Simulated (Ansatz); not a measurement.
# C2H5AlN2 (SMILES C#[C][Al]([NH2])[NH2]) at HF/STO-3G

What is the electronic atomisation energy of C2H5AlN2 at HF/STO-3G? 

The calculation is run with Ansatz 0.2.0.

62 further runs of the same task are left out: 1 that didn't finish, 61 set aside as unsound or not needed.

### Step 1. Starting point

The species is C2H5AlN2 (10 atoms), meant as a singlet with charge 0. As SMILES, `C#[C][Al]([NH2])[NH2]`. The coordinates come from a PBE0-D4/def2-TZVP relaxation.

Bond lengths: C1–C2 1.210 Å, C2–Al3 1.908 Å, Al3–N4 1.763 Å, Al3–N5 1.763 Å, C1–H6 1.067 Å, N4–H7 1.006 Å, N4–H8 1.006 Å, N5–H9 1.006 Å, N5–H10 1.006 Å. Some angles: C1–C2–Al3 180.0°, C2–Al3–N4 118.9°, C2–Al3–N5 118.9°, N4–Al3–N5 122.2°, C2–C1–H6 180.0°, Al3–N4–H7 126.4°, Al3–N4–H8 123.3°, Al3–N5–H9 123.3°, Al3–N5–H10 126.4°, H7–N4–H8 110.4°.

### Step 2. A single-point energy at HF/STO-3G

Contents of input.yaml:

```yaml
crystal:
  periodic: [false, false, false]
  atoms:
    - {symbol: C, position_ang: [-2.368100, 1.221100, 0.873300]}
    - {symbol: C, position_ang: [-1.345900, 0.693600, 0.497800]}
    - {symbol: Al, position_ang: [0.265700, -0.138000, -0.094200]}
    - {symbol: N, position_ang: [0.247600, -1.861100, -0.467000]}
    - {symbol: N, position_ang: [1.722400, 0.842900, -0.249900]}
    - {symbol: H, position_ang: [-3.269100, 1.686000, 1.204200]}
    - {symbol: H, position_ang: [1.027400, -2.410800, -0.785900]}
    - {symbol: H, position_ang: [-0.574800, -2.435200, -0.383700]}
    - {symbol: H, position_ang: [1.750000, 1.827100, -0.041300]}
    - {symbol: H, position_ang: [2.627700, 0.523400, -0.550300]}
basis:
  gaussian: {orbitals: STO-3G}
hamiltonian: {xc: hf}
accuracy: high
output: {orbitals: {seedname: orbitals}}
```

Launch:

```bash
$ ansatz run input.yaml --threads 1 --pin off --max-ram 3480MiB --events-out events.jsonl --progress --plain --runs-dir runs
```

Log:

```text
Warning: RAYON_NUM_THREADS=1 ignored (pool sized by the plan → 1); use --threads N
Functional definition: HF
  name "HF"
  exchange = exact_x
  correlation = 0
679 factors; integrals over basis functions are off by at most 1.1e-8 eV
mean field evaluation 1: about -11541.5864 eV, gradient 2.5e1 eV
mean field evaluation 2: about -11541.6320 eV, gradient 2.5e1 eV
mean field evaluation 4: about -11543.6406 eV, gradient 1.3e0 eV
mean field evaluation 8: about -11543.6468 eV, gradient 2.2e-2 eV
mean field -11543.64683009 eV, -424.2211964410 hartree, gradient 8.0e-8 eV, S^2 0.000000; 0 other end points of the search recorded, 0 dependent functions left out
reference -11543.64683009 eV, -424.2211964410 hartree; 22, 22 occupied and 12, 12 virtual orbitals, 679 factors
Total energy: -11543.64683009 eV, -424.2211964410 hartree
```

Run time: 0.34 s. Hardware: 1 thread of Intel Xeon Platinum 8488C (Sapphire Rapids), shared host.

### Step 3. The Al atom, same level

Contents of in.yaml:

```yaml
crystal:
  periodic: [false, false, false]
  atoms:
    - {symbol: Al, position_ang: [0.000000, 0.000000, 0.000000]}
basis:
  gaussian:
    orbitals: STO-3G
hamiltonian:
  xc: hf
magnetization:
  spin_polarized: true
  initial_magnetization: 1
accuracy: high
```

Launch:

```bash
$ ansatz run in.yaml --threads 1 --pin off --max-ram 3480MiB --events-out events.jsonl --progress --plain --runs-dir runs
```

Log:

```text
Warning: RAYON_NUM_THREADS=1 ignored (pool sized by the plan → 1); use --threads N
[... 4 set-up lines as earlier in the session ...]
42 factors; integrals over basis functions are off by at most 1.6e-9 eV
mean field evaluation 1: about -6499.6647 eV, gradient 7.7e-1 eV
mean field evaluation 2: about -6499.6653 eV, gradient 7.7e-1 eV
mean field evaluation 4: about -6499.6671 eV, gradient 3.6e-6 eV
mean field evaluation 8: about -6499.6667 eV, gradient 3.4e-1 eV
mean field -6499.66714747 eV, -238.8583620369 hartree, gradient 5.8e-9 eV, S^2 0.750003; 0 other end points of the search recorded, 0 dependent functions left out
reference -6499.66714747 eV, -238.8583620369 hartree; 7, 6 occupied and 2, 3 virtual orbitals, 42 factors
Total energy: -6499.66714747 eV, -238.8583620369 hartree
```

Run time: 0.04 s. Hardware: 1 thread of Intel Xeon Platinum 8488C (Sapphire Rapids), shared host.

### Step 4. The C atom at the same level

Contents of run.yaml:

```yaml
basis:
  gaussian:
    orbitals: STO-3G
crystal:
  periodic: [false, false, false]
  atoms:
    - {symbol: C, position_ang: [0.000000, 0.000000, 0.000000]}
magnetization:
  spin_polarized: true
  initial_magnetization: 2
hamiltonian:
  xc: hf
accuracy: high
```

Launch:

```bash
$ ansatz run run.yaml --threads 1 --pin off --max-ram 3480MiB --events-out events.jsonl --progress --plain --runs-dir runs
```

Log:

```text
Warning: RAYON_NUM_THREADS=1 ignored (pool sized by the plan → 1); use --threads N
[... 4 set-up lines as earlier in the session ...]
15 factors; integrals over basis functions are off by at most 9.8e-10 eV
mean field evaluation 1: about -1012.2198 eV, gradient 0.0e0 eV
mean field evaluation 2: about -1012.2198 eV, gradient 0.0e0 eV
mean field -1012.21982732 eV, -37.1983925466 hartree, gradient 0.0e0 eV, S^2 2.000000; 2 other end points of the search recorded, 0 dependent functions left out
reference -1012.21982732 eV, -37.1983925466 hartree; 4, 2 occupied and 1, 3 virtual orbitals, 15 factors
Total energy: -1012.21982732 eV, -37.1983925466 hartree
```

Wall time 0.04 s (1 thread of Intel Xeon Platinum 8488C (Sapphire Rapids), shared host).

### Step 5. The H atom at the same level

Contents of molecule.yaml:

```yaml
basis:
  gaussian:
    orbitals: STO-3G
crystal:
  periodic: [false, false, false]
  atoms:
    - {symbol: H, position_ang: [0.000000, 0.000000, 0.000000]}
magnetization:
  spin_polarized: true
  initial_magnetization: 1
hamiltonian:
  xc: hf
accuracy: high
```

Run the same way, it converges to -0.46658 Eh (log not shown).

### Step 6. The N atom

Contents of in.yaml:

```yaml
basis:
  gaussian:
    orbitals: STO-3G
crystal:
  periodic: [false, false, false]
  atoms:
    - {symbol: N, position_ang: [0.000000, 0.000000, 0.000000]}
total_charge: 0
magnetization:
  spin_polarized: true
  initial_magnetization: 3
hamiltonian:
  xc: hf
accuracy: high
```

Launch:

```bash
$ ansatz run in.yaml --threads 1 --pin off --max-ram 3480MiB --events-out events.jsonl --progress --plain --runs-dir runs
```

Log:

```text
Warning: RAYON_NUM_THREADS=1 ignored (pool sized by the plan → 1); use --threads N
[... 4 set-up lines as earlier in the session ...]
15 factors; integrals over basis functions are off by at most 1.1e-9 eV
mean field evaluation 1: about -1461.7687 eV, gradient 1.8e-14 eV
mean field evaluation 2: about -1461.7687 eV, gradient 0.0e0 eV
mean field -1461.76873496 eV, -53.7190101874 hartree, gradient 0.0e0 eV, S^2 3.750000; 0 other end points of the search recorded, 0 dependent functions left out
reference -1461.76873496 eV, -53.7190101874 hartree; 5, 2 occupied and 0, 3 virtual orbitals, 15 factors
Total energy: -1461.76873496 eV, -53.7190101874 hartree
```

Run time: 0.04 s. Hardware: 1 thread of Intel Xeon Platinum 8488C (Sapphire Rapids), shared host.

### Step 7. Outcome

At HF/STO-3G:

| quantity | value |
| --- | --- |
| molecule: total energy | -424.22120 Eh |
| molecule: HOMO energy | -7.53 eV |
| molecule: LUMO energy | 9.15 eV |
| molecule: HOMO–LUMO gap | 16.68 eV |
| Al atom: total energy | -238.85836 Eh |
| Al atom: ⟨S²⟩ | 0.750 |
| C atom: total energy | -37.19839 Eh |
| C atom: ⟨S²⟩ | 2.000 |
| H atom: total energy | -0.46658 Eh |
| H atom: ⟨S²⟩ | 0.750 |
| N atom: total energy | -53.71901 Eh |
| N atom: ⟨S²⟩ | 3.750 |
| electronic atomisation energy | 32.521 eV |

Taking the molecule apart into free atoms costs 32.52 eV (3138 kJ/mol), before zero-point energy and without spin-orbit coupling. Hartree–Fock lacks the correlation of the bonding pairs, which as a rule makes this value much too low; in minimal bases other errors can mask that. In a minimal basis such a difference can be off by several eV, whatever the method.
